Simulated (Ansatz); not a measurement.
# (110) superlattice of 4 and 2 atomic planes of GaP and AlP, in-plane a of GaP, 12 atoms

Which settings matter for this cell? A base run comes first, then runs with one to three settings changed.

Program: Ansatz 0.2.0, PAW, plane waves. These are calculated values, not measurements.

## 1. Starting point

12 atoms (2 Al, 4 Ga, 6 P); a = 3.846 Å, b = 5.438 Å, c = 11.576 Å, α = 90.00°, β = 90.00°, γ = 90.00°. All atoms were shaken off their sites by about 0.10 Å along each axis.

Coordinates:

```cif
data_structure
_symmetry_space_group_name_H-M 'P 1'
_symmetry_Int_Tables_number 1
_cell_length_a 3.8456
_cell_length_b 5.4385
_cell_length_c 11.5758
_cell_angle_alpha 90.000
_cell_angle_beta 90.000
_cell_angle_gamma 90.000
_cell_volume 242.10
loop_
_atom_site_label
_atom_site_type_symbol
_atom_site_fract_x
_atom_site_fract_y
_atom_site_fract_z
_atom_site_occupancy
Al1 Al 0.05147 0.96575 0.67332 1
Al2 Al 0.51451 0.46374 0.85201 1
Ga1 Ga 0.99962 0.97217 0.00173 1
Ga2 Ga 0.99135 0.01272 0.32875 1
Ga3 Ga 0.49065 0.55027 0.50451 1
Ga4 Ga 0.47449 0.51063 0.18539 1
P1 P 0.01493 0.24554 0.49461 1
P2 P 0.01639 0.24201 0.83468 1
P3 P 0.00499 0.25596 0.16452 1
P4 P 0.51270 0.73686 0.34350 1
P5 P 0.47015 0.75106 0.67827 1
P6 P 0.49850 0.73755 0.98765 1
```

## 2. Single point with PBEsol

File in.yaml:

```yaml
crystal:
  lattice:
    - [2.719244, -2.719244, 0.000000]
    - [0.000000, 0.000000, 5.438488]
    - [-8.185305, -8.185305, 0.000000]
  atoms:
    - { symbol: Al, position: [0.051466, 0.965751, 0.673319] }
    - { symbol: Al, position: [0.514510, 0.463740, 0.852013] }
    - { symbol: Ga, position: [0.999620, 0.972172, 0.001733] }
    - { symbol: Ga, position: [0.991346, 0.012715, 0.328745] }
    - { symbol: Ga, position: [0.490646, 0.550267, 0.504513] }
    - { symbol: Ga, position: [0.474489, 0.510631, 0.185386] }
    - { symbol: P, position: [0.014925, 0.245540, 0.494606] }
    - { symbol: P, position: [0.016392, 0.242006, 0.834681] }
    - { symbol: P, position: [0.004990, 0.255963, 0.164516] }
    - { symbol: P, position: [0.512704, 0.736856, 0.343498] }
    - { symbol: P, position: [0.470154, 0.751058, 0.678267] }
    - { symbol: P, position: [0.498496, 0.737545, 0.987648] }
kpoints:
  mp_grid: { grid: [4, 3, 1] }
hamiltonian:
  xc: pbesol
scf:
  occupations: { method: fermi_dirac, width: 0.01 }
output:
  forces: true
  eigenvalues: true
  stress: true
  populations: true
```

Launch:

```bash
ansatz run in.yaml --threads 7 --pin off --max-ram 13300MiB --runs-dir r --events-out ev --progress --plain
```

## 3. Run again with occupations tetrahedron

Changes to in.yaml since step 2:

```diff
@@ -23,3 +23,4 @@
 scf:
-  occupations: { method: fermi_dirac, width: 0.01 }
+  occupations: { method: tetrahedron }
+  max_iter: 70
 output:
@@ -28,2 +29 @@
   stress: true
-  populations: true
```

## 4. Variant: accuracy high, functional PBE

Changes to in.yaml since step 3:

```diff
@@ -1 +1,2 @@
+accuracy: high
 crystal:
@@ -21,5 +22,5 @@
 hamiltonian:
-  xc: pbesol
+  xc: pbe
 scf:
-  occupations: { method: tetrahedron }
+  occupations: { method: fermi_dirac, width: 0.01 }
   max_iter: 70
```

## 5. Run again with xc grid 2

Changes to in.yaml since step 4:

```diff
@@ -1,2 +1 @@
-accuracy: high
 crystal:
@@ -21,7 +20,8 @@
   mp_grid: { grid: [4, 3, 1] }
+basis: { xc_grid: 2 }
 hamiltonian:
-  xc: pbe
+  xc: pbesol
 scf:
   occupations: { method: fermi_dirac, width: 0.01 }
-  max_iter: 70
+  max_iter: 50
 output:
```

## 6. Variant: mixing beta 0.03

Changes to in.yaml since step 5:

```diff
@@ -20,3 +20,2 @@
   mp_grid: { grid: [4, 3, 1] }
-basis: { xc_grid: 2 }
 hamiltonian:
@@ -25,3 +24,4 @@
   occupations: { method: fermi_dirac, width: 0.01 }
-  max_iter: 50
+  max_iter: 70
+  mixing: { beta: 0.03 }
 output:
```

## 7. Variant: accuracy high, occupations fixed

Changes to in.yaml since step 6:

```diff
@@ -1 +1,2 @@
+accuracy: high
 crystal:
@@ -23,5 +24,4 @@
 scf:
-  occupations: { method: fermi_dirac, width: 0.01 }
+  occupations: { method: fixed }
   max_iter: 70
-  mixing: { beta: 0.03 }
 output:
```

What does the calculation give? Wanted: for each run, settings; status; energy from base; forces from base.

**Answer**, as computed:

| settings | status | cycles | time | energy from base (meV/atom) | forces from base (eV/Å rms) | filled to empty level on the mesh (eV) |
| --- | --- | --- | --- | --- | --- | --- |
| base | converged | 8 | 2 s (7 CPU threads) | 0 | 0 | 0.60 |
| occupations tetrahedron | converged | 8 | 1.6 s (7 CPU threads) | 0.0 | 0.000 | 0.60 |
| accuracy high, functional PBE | converged | 11 | 2 s (7 CPU threads) | - | 0.043 | 0.72 |
| xc grid 2 | converged | 8 | 1.5 s (7 CPU threads) | 0.0 | 0.000 | 0.60 |
| mixing beta 0.03 | converged | 11 | 1.8 s (7 CPU threads) | 0.0 | 0.000 | 0.60 |
| accuracy high, occupations fixed | converged | 11 | 2.1 s (7 CPU threads) | 0.0 | 0.000 | 0.60 |

Among these variants the forces move most with accuracy high, functional PBE (0.043 eV/Å rms).
